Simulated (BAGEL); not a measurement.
# One shape, several levels: doublet SiNH4SF+

Wanted: a comparison of 3 runs (UHF/STO-3G, UHF/3-21G, ROHF/6-31G*) of doublet SiNH4SF+. 

The results are computed with BAGEL 1.2.2.

2 further runs of the same task are left out: 2 set aside as unsound or not needed.

## 1. The system as given

SiNH4SF+: 8 atoms, total charge +1, spin state doublet. SMILES of the parent species: `N[SiH](F)S`. Geometry: relaxed at PBE0-D4/def2-TZVP. This is one conformer, not always the lowest. That shape belongs to the parent species and isn't relaxed for this state.

Bond lengths: N1–Si2 1.688 Å, Si2–F3 1.602 Å, Si2–S4 2.122 Å, N1–H5 1.006 Å, N1–H6 1.006 Å, Si2–H7 1.477 Å, S4–H8 1.344 Å. Angles: N1–Si2–F3 115.9°, N1–Si2–S4 106.2°, F3–Si2–S4 106.4°, N1–Si2–H7 108.1°, F3–Si2–H7 105.1°, S4–Si2–H7 115.5°, Si2–N1–H5 122.0°, Si2–N1–H6 122.7°, Si2–S4–H8 93.8°, H5–N1–H6 112.8°.

## 2. A single-point energy at UHF/STO-3G (density fitting with qzvpp-jkfit) (run 1)

The input, job.json:

```json
{ "bagel" : [

{
  "title" : "molecule",
  "basis" : "sto-3g",
  "df_basis" : "qzvpp-jkfit",
  "angstrom" : true,
  "geometry" : [
    { "atom" : "N", "xyz" : [   -0.902100,    0.955900,    0.412200 ] },
    { "atom" : "Si", "xyz" : [    0.375500,   -0.130000,    0.216300 ] },
    { "atom" : "F", "xyz" : [    1.704300,    0.467300,   -0.449000 ] },
    { "atom" : "S", "xyz" : [   -0.326800,   -1.638000,   -1.101100 ] },
    { "atom" : "H", "xyz" : [   -0.992800,    1.530800,    1.232700 ] },
    { "atom" : "H", "xyz" : [   -1.456600,    1.286800,   -0.359400 ] },
    { "atom" : "H", "xyz" : [    0.790500,   -0.596200,    1.554500 ] },
    { "atom" : "H", "xyz" : [    0.900300,   -1.933500,   -1.562000 ] }
  ]
},
{ "title" : "uhf", "charge" : 1, "nopen" : 1 },
{ "title" : "print", "file" : "orbitals.molden", "orbitals" : true }

]}
```

Run with:

```
BAGEL_NUM_THREADS=1 BAGEL job.json > job.out
```

What it wrote:

```text
* using 1 threads per process

  ===============================================================
  ===============================================================

  *** Geometry ***

  { "atom" : "N", "xyz" : [     -1.704722,      1.806389,      0.778945 ] },
  { "atom" : "Si", "xyz" : [      0.709592,     -0.245664,      0.408748 ] },
  { "atom" : "F", "xyz" : [      3.220660,      0.883069,     -0.848487 ] },
  { "atom" : "S", "xyz" : [     -0.617562,     -3.095371,     -2.080777 ] },
  { "atom" : "H", "xyz" : [     -1.876120,      2.892793,      2.329465 ] },
  { "atom" : "H", "xyz" : [     -2.752575,      2.431700,     -0.679168 ] },
  { "atom" : "H", "xyz" : [      1.493829,     -1.126655,      2.937579 ] },
  { "atom" : "H", "xyz" : [      1.701320,     -3.653785,     -2.951752 ] },

  Number of auxiliary basis functions:      482

  Since a DF basis is specified, we compute 2- and 3-index integrals:
    o Being stored without compression. Storage requirement is 0.004 GB

  Number of basis functions:       32
  Number of electrons      :       50

    * METHOD: MOLECULE                             0.70

  *** Open-shell HF ***

  === Nuclear Repulsion ===
   230.2358579695

      * DIIS with orbital gradients will be used.

  === UHF iteration (sto-3g) ===
      0       -832.62011575          0.02728707           0.32
      1       -832.70839705          0.00605288           0.17
      2       -832.71401991          0.00190183           0.29
      3       -832.71493682          0.00079585           0.25
      4       -832.71529797          0.00023664           0.20
      5       -832.71535463          0.00015701           0.24
      6       -832.71538414          0.00010594           0.18
      7       -832.71539976          0.00005717           0.18
      8       -832.71540421          0.00002464           0.25
      9       -832.71540532          0.00000948           0.19
     10       -832.71540557          0.00000341           0.14
     11       -832.71540561          0.00000093           0.18
     12       -832.71540562          0.00000022           0.14
     13       -832.71540562          0.00000010           0.12
     14       -832.71540562          0.00000006           0.29
     15       -832.71540562          0.00000004           0.26
     16       -832.71540562          0.00000002           0.18
     17       -832.71540562          0.00000001           0.23
     18       -832.71540562          0.00000001           0.12
    * SCF iteration converged.

    * S^2 (UHF) is 0.7563

    * Permanent dipole moment:
           (    0.281433,     1.257458,     0.534598) a.u.

    * METHOD: UHF                                  4.82

    * METHOD: PRINT                                0.00

  ===============================================================
```

Wall time 6.6 s (1 thread of Intel Xeon at 2.50GHz (Skylake/Cascade Lake), shared host).

## 3. A single-point energy at UHF/3-21G (density fitting with qzvpp-jkfit) (run 2)

The input, job.json:

```json
{ "bagel" : [

{
  "title" : "molecule",
  "basis" : "3-21g",
  "df_basis" : "qzvpp-jkfit",
  "angstrom" : true,
  "geometry" : [
    { "atom" : "N", "xyz" : [      -0.902100,       0.955900,       0.412200 ] },
    { "atom" : "Si", "xyz" : [       0.375500,      -0.130000,       0.216300 ] },
    { "atom" : "F", "xyz" : [       1.704300,       0.467300,      -0.449000 ] },
    { "atom" : "S", "xyz" : [      -0.326800,      -1.638000,      -1.101100 ] },
    { "atom" : "H", "xyz" : [      -0.992800,       1.530800,       1.232700 ] },
    { "atom" : "H", "xyz" : [      -1.456600,       1.286800,      -0.359400 ] },
    { "atom" : "H", "xyz" : [       0.790500,      -0.596200,       1.554500 ] },
    { "atom" : "H", "xyz" : [       0.900300,      -1.933500,      -1.562000 ] }
  ]
},

{ "title" : "uhf", "charge" : 1, "nopen" : 1 },

{ "title" : "print", "file" : "orbitals.molden", "orbitals" : true }

]}
```

Run with:

```
BAGEL_NUM_THREADS=1 BAGEL job.json > job.out
```

What it wrote:

```text
* using 1 threads per process

  ===============================================================
  ===============================================================

  *** Geometry ***

  { "atom" : "N", "xyz" : [     -1.704722,      1.806389,      0.778945 ] },
  { "atom" : "Si", "xyz" : [      0.709592,     -0.245664,      0.408748 ] },
  { "atom" : "F", "xyz" : [      3.220660,      0.883069,     -0.848487 ] },
  { "atom" : "S", "xyz" : [     -0.617562,     -3.095371,     -2.080777 ] },
  { "atom" : "H", "xyz" : [     -1.876120,      2.892793,      2.329465 ] },
  { "atom" : "H", "xyz" : [     -2.752575,      2.431700,     -0.679168 ] },
  { "atom" : "H", "xyz" : [      1.493829,     -1.126655,      2.937579 ] },
  { "atom" : "H", "xyz" : [      1.701320,     -3.653785,     -2.951752 ] },

  Number of auxiliary basis functions:      482

  Since a DF basis is specified, we compute 2- and 3-index integrals:
    o Being stored without compression. Storage requirement is 0.010 GB

  Number of basis functions:       52
  Number of electrons      :       50

    * METHOD: MOLECULE                             0.95

  *** Open-shell HF ***

  === Nuclear Repulsion ===
   230.2358579695

      * DIIS with orbital gradients will be used.

  === UHF iteration (3-21g) ===
      0       -837.90601809          0.05332422           0.40
      1       -838.04913265          0.02967404           0.55
      2       -838.08105158          0.01710638           0.18
      3       -838.09485030          0.00111092           0.38
      4       -838.09544202          0.00050249           0.38
      5       -838.09559054          0.00035232           0.37
      6       -838.09570890          0.00024512           0.31
      7       -838.09579379          0.00015979           0.47
      8       -838.09583778          0.00007939           0.54
      9       -838.09584702          0.00003947           0.32
     10       -838.09584936          0.00002166           0.34
     11       -838.09585004          0.00001073           0.38
     12       -838.09585019          0.00000435           0.41
     13       -838.09585021          0.00000230           0.40
     14       -838.09585021          0.00000161           0.25
     15       -838.09585021          0.00000125           0.39
     16       -838.09585021          0.00000090           0.43
     17       -838.09585021          0.00000068           0.36
     18       -838.09585021          0.00000049           0.36
     19       -838.09585022          0.00000028           0.36
     20       -838.09585022          0.00000015           0.16
     21       -838.09585022          0.00000007           0.73
     22       -838.09585022          0.00000003           0.37
     23       -838.09585022          0.00000002           0.19
     24       -838.09585022          0.00000001           0.46
     25       -838.09585022          0.00000001           0.19
     26       -838.09585022          0.00000001           0.36
    * SCF iteration converged.

    * S^2 (UHF) is 0.7555

    * Permanent dipole moment:
           (    0.603238,     1.073787,     0.337975) a.u.

    * METHOD: UHF                                 10.85

    * METHOD: PRINT                                0.01

  ===============================================================
```

Run time: 13 s. Hardware: 1 thread of Intel Xeon at 2.50GHz (Skylake/Cascade Lake), shared host.

## 4. A single-point energy at ROHF/6-31G(d) (density fitting with qzvpp-jkfit, spherical functions) (run 3)

The input, input.json:

```json
{ "bagel" : [

{
  "title" : "molecule",
  "basis" : "6-31gs.json",
  "df_basis" : "qzvpp-jkfit",
  "angstrom" : true,
  "geometry" : [
    { "atom" : "N", "xyz" : [      -0.902100,       0.955900,       0.412200 ] },
    { "atom" : "Si", "xyz" : [       0.375500,      -0.130000,       0.216300 ] },
    { "atom" : "F", "xyz" : [       1.704300,       0.467300,      -0.449000 ] },
    { "atom" : "S", "xyz" : [      -0.326800,      -1.638000,      -1.101100 ] },
    { "atom" : "H", "xyz" : [      -0.992800,       1.530800,       1.232700 ] },
    { "atom" : "H", "xyz" : [      -1.456600,       1.286800,      -0.359400 ] },
    { "atom" : "H", "xyz" : [       0.790500,      -0.596200,       1.554500 ] },
    { "atom" : "H", "xyz" : [       0.900300,      -1.933500,      -1.562000 ] }
  ]
},

{
  "title" : "rohf",
  "charge" : 1,
  "nopen" : 1
},

{
  "title" : "print",
  "file" : "orbitals.molden",
  "orbitals" : true
}

]}
```

The basis set 6-31G* is read from a file made from the Basis Set Exchange's data (not shown).

Run with:

```
BAGEL_NUM_THREADS=1 BAGEL input.json > input.out
```

What it wrote:

```text
* using 1 threads per process

  ===============================================================
  ===============================================================

  *** Geometry ***

  { "atom" : "N", "xyz" : [     -1.704722,      1.806389,      0.778945 ] },
  { "atom" : "Si", "xyz" : [      0.709592,     -0.245664,      0.408748 ] },
  { "atom" : "F", "xyz" : [      3.220660,      0.883069,     -0.848487 ] },
  { "atom" : "S", "xyz" : [     -0.617562,     -3.095371,     -2.080777 ] },
  { "atom" : "H", "xyz" : [     -1.876120,      2.892793,      2.329465 ] },
  { "atom" : "H", "xyz" : [     -2.752575,      2.431700,     -0.679168 ] },
  { "atom" : "H", "xyz" : [      1.493829,     -1.126655,      2.937579 ] },
  { "atom" : "H", "xyz" : [      1.701320,     -3.653785,     -2.951752 ] },

  Number of auxiliary basis functions:      482

  Since a DF basis is specified, we compute 2- and 3-index integrals:
    o Being stored without compression. Storage requirement is 0.020 GB

  Number of basis functions:       72
  Number of electrons      :       50

    * METHOD: MOLECULE                             1.65

  *** Open-shell HF ***

  === Nuclear Repulsion ===
   230.2358579695

      * DIIS with orbital gradients will be used.

  === ROHF iteration (6-31gs.json) ===
      0       -842.14782285          0.04915279           0.48
      1       -842.33963886          0.02938514           0.57
      2       -842.39563451          0.01756577           0.75
      3       -842.42563377          0.00117764           0.50
      4       -842.42625471          0.00046791           0.53
      5       -842.42641482          0.00029017           0.34
      6       -842.42650891          0.00020550           0.42
      7       -842.42658533          0.00013730           0.39
      8       -842.42663520          0.00007368           0.47
      9       -842.42665058          0.00003860           0.31
     10       -842.42665318          0.00002242           0.37
     11       -842.42665374          0.00001148           0.49
     12       -842.42665396          0.00000502           0.30
     13       -842.42665403          0.00000177           0.53
     14       -842.42665410          0.00000093           0.50
     15       -842.42665412          0.00000062           0.43
     16       -842.42665412          0.00000043           0.51
     17       -842.42665412          0.00000030           0.34
     18       -842.42665412          0.00000021           0.42
     19       -842.42665412          0.00000013           0.56
     20       -842.42665412          0.00000007           0.38
     21       -842.42665412          0.00000004           0.48
     22       -842.42665412          0.00000002           0.48
     23       -842.42665412          0.00000001           0.39
     24       -842.42665412          0.00000001           0.54
    * SCF iteration converged.

    * S^2 (ROHF) is 0.7500

    * Permanent dipole moment:
           (    0.790261,     1.196774,     0.527363) a.u.

    * METHOD: ROHF                                12.54

    * METHOD: PRINT                                0.01

  ===============================================================
```

It took 15 s on 1 thread of Intel Xeon at 2.50GHz (Skylake/Cascade Lake), shared host.

## 5. The series

| run | level | energy (Eh) | ⟨S²⟩ | wall time |
| --- | --- | --- | --- | --- |
| 1 | UHF/STO-3G (density fitting with qzvpp-jkfit) | -832.715406 | 0.756 | 6.6 s |
| 2 | UHF/3-21G (density fitting with qzvpp-jkfit) | -838.095850 | 0.755 | 13 s |
| 3 | ROHF/6-31G* (density fitting with qzvpp-jkfit, spherical functions) | -842.426654 | 0.750 | 15 s |

## 6. Summary of results

| quantity | value |
| --- | --- |
| run 3: total energy | -842.42665 Eh |
| run 3: ⟨S²⟩ | 0.750 |

What this shows: In run 1 the basis is minimal, so the values are rough. All runs together took 35 s, the longest 15 s.
